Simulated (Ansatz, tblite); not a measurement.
# W(NH)2(NH2)2 (WN4H6): a ladder of methods and basis sets

One table from this session's results is given with a row withheld; the runs are named, their logs left out.

The runs use Ansatz 0.2.0, Gaussian basis; as each input shows.

Levels to be run: GFN1-xTB, GFN2-xTB, PBE-D4/def2-TZVP, r2SCAN-D4/def2-TZVP, LC-ωPBE/def2-TZVP, B97M-V/def2-TZVP, B2PLYP/def2-TZVP, PBE-D4/def2-SVP, PBE0-D4/def2-SVP, CCSD(T)/def2-SVP, MP2/def2-TZVP.

2 further runs of the same task are left out: 2 set aside as unsound or not needed.

### The structure

The singlet was relaxed beforehand with r2SCAN-D4/def2-SVP.

11 atoms, charge 0, spin multiplicity 1.

Bond lengths: N1–W5 1.770 Å, N1–H6 1.017 Å, N2–W5 1.770 Å, N2–H7 1.017 Å, N3–W5 1.967 Å, N3–H8 1.016 Å, N3–H9 1.016 Å, N4–W5 1.967 Å, N4–H10 1.016 Å, N4–H11 1.016 Å. Angles: W5–N1–H6 157.0°, W5–N2–H7 157.0°, W5–N3–H8 124.4°, W5–N3–H9 124.4°, H8–N3–H9 110.9°, W5–N4–H10 124.4°, W5–N4–H11 124.4°, H10–N4–H11 110.9°, N1–W5–N2 117.1°, N1–W5–N3 106.8°, N1–W5–N4 106.8°, N2–W5–N3 106.8°, N2–W5–N4 106.8°, N3–W5–N4 112.8°.

W takes a core potential in the def2 sets. No spin-orbit coupling is included.

PBE0-D4/def2-TZVP was run before; its log isn't repeated, and its numbers join the tables.

Set-up of the first run:

Tight binding, by tblite at 300 K electronic temperature and without a spin-polarisation term:

```python
tblite.interface.Calculator('GFN1-xTB', numbers, positions, charge=0, uhf=0).singlepoint()
```

Tight binding, by tblite at 300 K electronic temperature and without a spin-polarisation term:

```python
tblite.interface.Calculator('GFN2-xTB', numbers, positions, charge=0, uhf=0).singlepoint()
```

start.molden holds the orbitals of an earlier run on this state, given as this run's starting guess.

Input file in.yaml:

```yaml
crystal:
  periodic: [false, false, false]
  atoms:
    - {symbol: N, position_ang: [0.053052, 0.017842, 1.886069]}
    - {symbol: N, position_ang: [1.795130, -0.026875, -0.580464]}
    - {symbol: N, position_ang: [-0.699755, 1.641087, -0.523958]}
    - {symbol: N, position_ang: [-0.738384, -1.634098, -0.491912]}
    - {symbol: W, position_ang: [0.170033, -0.000846, 0.120147]}
    - {symbol: H, position_ang: [0.387898, 0.023242, 2.845835]}
    - {symbol: H, position_ang: [2.811555, -0.038792, -0.585811]}
    - {symbol: H, position_ang: [-0.436800, 2.135682, -1.372131]}
    - {symbol: H, position_ang: [-1.402367, 2.160648, -0.004772]}
    - {symbol: H, position_ang: [-1.453119, -2.126536, 0.037072]}
    - {symbol: H, position_ang: [-0.487262, -2.151364, -1.330086]}
basis:
  gaussian: {orbitals: def2-TZVP, initial_orbitals: start.molden}
hamiltonian: {xc: pbe, dispersion: d4}
scf: {omitted_lower_state_checks: [starts]}
output: {forces: true, orbitals: {seedname: orbitals}}
```

Command:

```console
ansatz run in.yaml --threads 2 --pin off --events-out ev --progress --plain --max-ram 4352MiB
```

Steps of the session up to this table: PBE-D4/def2-TZVP; r2SCAN-D4/def2-TZVP; LC-ωPBE/def2-TZVP; B97M-V/def2-TZVP; B2PLYP/def2-TZVP; PBE-D4/def2-SVP; PBE0-D4/def2-SVP; CCSD(T)/def2-SVP; MP2/def2-TZVP.

One table of the session follows, with a row left open; its other results are not shown here.

It belongs to the step «Binding energy». 

| method | binding an atom (eV) |
| --- | --- |
| HF/def2-SVP | 2.199 |
| HF/def2-TZVP | 2.245 |
| B97M-V/def2-TZVP | 3.902 |
| MP2/def2-SVP | 3.716 |
| MP2/def2-TZVP | ? |
| CCSD/def2-SVP | 3.492 |
| CCSD(T)/def2-SVP | 3.598 |

Q: Estimate the row for MP2/def2-TZVP from the others.

As computed: binding an atom (eV): 3.906. In the column «binding an atom (eV)» it is the highest.

Caveats from the session: Free atoms were run apart at each level; binding is atoms less cluster, divided by the number of atoms, without zero-point or spin-orbit terms.
